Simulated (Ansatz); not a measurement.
# Ge3MoRu: a trial structure relaxed

The task: take a trial cell of Ge3MoRu to zero force and stress.

Method: DFT PBE, scalar-relativistic, plane waves, PAW, in Ansatz 0.2.0.

1 further run of the same task is left out (for a known fault of the program).

### 1 The system as given

The structure is cubic, space group Pm-3m (No. 221). The conventional cell has a = 4.621 Å, b = 4.621 Å, c = 4.621 Å, α = 90.00°, β = 90.00°, γ = 90.00°. Ge (site symmetry 4/mmm) has 2 Ru at 2.31 Å as nearest neighbours. Mo (site symmetry m-3m) is surrounded by 12 Ge at 3.27 Å. Around Ru (site symmetry m-3m) lie 6 Ge at 2.31 Å.

Structure file:

```
CELL_PARAMETERS angstrom
4.62075 0.00000 0.00000
0.00000 4.62075 0.00000
0.00000 0.00000 4.62075
ATOMIC_POSITIONS crystal
Ge 0.50000 0.00000 0.50000
Ge 0.00000 0.50000 0.50000
Ge 0.50000 0.50000 0.00000
Mo 0.00000 0.00000 0.00000
Ru 0.50000 0.50000 0.50000
```

Recipe of the guess: species swapped into a database cell of Sc3SnB (Pm-3m, No. 221), with Ge on the Sc sites, Mo on the Sn sites and Ru on the B sites. Its size is a rough estimate.

### 2 A first look at the guess

Contents of input.yaml:

```yaml
crystal:
  lattice:
    - [4.62074741, 0.0, 0.0]
    - [0.0, 4.62074741, 0.0]
    - [0.0, 0.0, 4.62074741]
  atoms:
    - { symbol: Ge, position: [0.5, 0.0, 0.5] }
    - { symbol: Ge, position: [0.0, 0.5, 0.5] }
    - { symbol: Ge, position: [0.5, 0.5, 0.0] }
    - { symbol: Mo, position: [0.0, 0.0, 0.0] }
    - { symbol: Ru, position: [0.5, 0.5, 0.5] }
basis:
  ecutwfc: 420
kpoints:
  mp_grid: { grid: [4, 4, 4] }
hamiltonian:
  xc: pbe
scf:
  occupations: { method: gaussian, width: 0.1 }
  lower_state_search: "off"
output:
  forces: true
  stress: true
  eigenvalues: true
```

Launch:

```console
$ ansatz run input.yaml --threads 1 --pin off --max-ram 2560MiB --backend cpu --events-out ev --progress --plain --runs-dir out
```

Further runs follow: coarse relaxation; spin check on a coarse mesh; final relaxation.

What does the calculation give? Wanted: conventional cell; volume; energy over the elements; gap on the mesh; total moment.

**Answer**, as computed:

| quantity | value |
| --- | --- |
| symmetry at the end (tolerance 0.05 Å) | space group Pm-3m (No. 221) |
| conventional cell | a = 4.748 Å, b = 4.748 Å, c = 4.748 Å, α = 90.00°, β = 90.00°, γ = 90.00° |
| volume | 21.41 Å³/atom |
| energy over the elements | +0.94 eV/atom |
| gap on the mesh | none (metal) |
| total moment | 4.02 μB/cell |

The space group Pm-3m (No. 221) is kept, and the volume per atom grows by 8.5 % from the first guess. The formation energy is positive, so the separate elements lie lower. No finished test with a distortion of lower symmetry is shown, so the end may be a saddle point. Other magnetic orders were not searched.
